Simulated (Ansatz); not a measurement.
# NiTe2: the cost of one run

Program: Ansatz 0.2.0. Level of theory: DFT PBEsol+U (U_eff = 8 eV on Ni d), plane waves, PAW. These are calculated values, not measurements.

The COD entry's cell or inner coordinates are ideal or old and differ from later refinements, so a difference from it is no clean test against experiment.

### 1 The system as given

It takes space group P-3m1 (No. 164, trigonal). Conventional cell: a = 3.861 Å, b = 3.861 Å, c = 5.297 Å, α = 90.00°, β = 90.00°, γ = 120.00°. Ni (site symmetry -3m) is surrounded by 6 Te at 2.59 Å. Around Te (site symmetry 3m) lie 3 Ni at 2.59 Å.

As a file:

```cif
data_structure
_symmetry_space_group_name_H-M 'P-3m1'
_symmetry_Int_Tables_number 164
_cell_length_a 3.8610
_cell_length_b 3.8610
_cell_length_c 5.2970
_cell_angle_alpha 90.000
_cell_angle_beta 90.000
_cell_angle_gamma 120.000
_cell_volume 68.38
loop_
_atom_site_label
_atom_site_type_symbol
_atom_site_symmetry_multiplicity
_atom_site_Wyckoff_symbol
_atom_site_fract_x
_atom_site_fract_y
_atom_site_fract_z
_atom_site_occupancy
Ni1 Ni 1 a 0.00000 0.00000 0.00000 1
Te1 Te 2 d 0.33333 0.66667 0.25000 1
```

Magnetic order typed: ferromagnetic.

An earlier series on this cell reached its lowest free state from «random orbitals: fully mixed, first filling», perhaps among other starts.

### 2 Random orbitals: single harmonics, second filling

input.yaml reads:

```yaml
crystal:
  lattice:
    - [3.86099755, 0.0, 0.0]
    - [-1.93049878, 3.34372196, 0.0]
    - [0.0, 0.0, 5.29699907]
  atoms:
    - { symbol: Ni, position: [0.0, 0.0, 0.0], spin: 0.3 }
    - { symbol: Te, position: [0.3333333333, 0.6666666667, 0.25] }
    - { symbol: Te, position: [0.6666666667, 0.3333333333, 0.75] }
basis:
  ecutwfc: 420
  ecutrho_ratio: 4
kpoints:
  mp_grid: { grid: [6, 6, 4] }
hamiltonian:
  xc: pbesol
  hubbard:
    sites:
      - { site: 0, l: d, u_eff: 8.0, starting_ns: [{ spin: up, occupation_matrix: s0up }, { spin: down, occupation_matrix: s0down }] }
    occupation_matrices:
      s0up:
        matrix:
          - [0.97, 0.0, 0.0, 0.0, 0.0]
          - [0.0, 0.97, 0.0, 0.0, 0.0]
          - [0.0, 0.0, 0.02, 0.0, 0.0]
          - [0.0, 0.0, 0.0, 0.97, 0.0]
          - [0.0, 0.0, 0.0, 0.0, 0.02]
      s0down:
        matrix:
          - [0.97, 0.0, 0.0, 0.0, 0.0]
          - [0.0, 0.02, 0.0, 0.0, 0.0]
          - [0.0, 0.0, 0.97, 0.0, 0.0]
          - [0.0, 0.0, 0.0, 0.02, 0.0]
          - [0.0, 0.0, 0.0, 0.0, 0.97]
    ns_hold: { iters: 5 }
scf:
  occupations: { method: gaussian, width: 0.05 }
  lower_state_search: "off"
  max_iter: 150
output:
  forces: true
  stress: true
  eigenvalues: true
  populations: true
  hubbard: { sites: [{ site: 0, l: d }] }
magnetization:
  spin_polarized: true
```

The typed matrices put 0.97 on the chosen orbitals and 0.02 on the others, and are held for 5 cycles.

The run is started by

```console
ansatz run input.yaml --threads 2 --pin off --max-ram 3072MiB --backend cpu --events-out ev --progress --plain --runs-dir out
```

**Question.** How long does this run take on 2 threads of Arm Neoverse V2, shared host, and how much memory does it need?

About 16 s, with a peak of 0.51 GiB.
